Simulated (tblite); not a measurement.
# C8H9FO (2-fluorophenetole): the cost of one run

Computed with tblite 0.8.0 and PySCF 2.14.0, with density-fitted response routines of our own, on a single molecule in the gas phase. Atoms are numbered from 0 throughout.

## 1. The molecule as given

19 atoms, charge 0, multiplicity 1; geometry from: force field or distance geometry start.

Bonds of the start (Å): C0–C1 1.50, C1–O2 1.38, O2–C3 1.40, C3–C4 1.37, C4–C5 1.40, C5–C6 1.36, C6–C7 1.38, C7–C8 1.39, C8–F9 1.37, C8–C3 1.39, C0–H10 1.11, C0–H11 1.11, C0–H12 1.11, C1–H13 1.11, C1–H14 1.11, C4–H15 1.08, C5–H16 1.09, C6–H17 1.08, C7–H18 1.08.

## 2. Relaxing the molecule with GFN2-xTB

What the job is given:

```
{"job": {"kind": "relax", "xc": "GFN2-xTB", "basis": "xTB"}, "charge": 0, "multiplicity": 1}
C      2.581000     0.123400    -0.209600
C      2.036700    -0.802600     0.843200
O      0.807500    -1.276100     0.422400
C     -0.314900    -0.489100     0.129500
C     -0.336600     0.877900     0.262400
C     -1.531300     1.541100    -0.063700
C     -2.641800     0.882200    -0.476300
C     -2.617000    -0.490600    -0.585800
C     -1.447900    -1.181500    -0.281200
F     -1.401900    -2.542000    -0.383000
H      3.513700    -0.310600    -0.626800
H      2.880700     1.111300     0.198500
H      1.833000     0.230200    -1.028300
H      1.966000    -0.321400     1.840500
H      2.707800    -1.684000     0.948100
H      0.534100     1.432800     0.592000
H     -1.526300     2.623600     0.038800
H     -3.582000     1.363000    -0.724500
H     -3.470600    -1.078600    -0.903900
```

Command:

```bash
$ OMP_NUM_THREADS=1 python probes_run.py task.json out
```

One launch serves the whole session: the jobs run in the order shown.

Q: Estimate the wall time and peak memory of this first job on 1 thread of Intel Xeon Platinum 8259CL at 2.50GHz, shared host.

About 1.2 s, with a peak of 0.18 GiB.
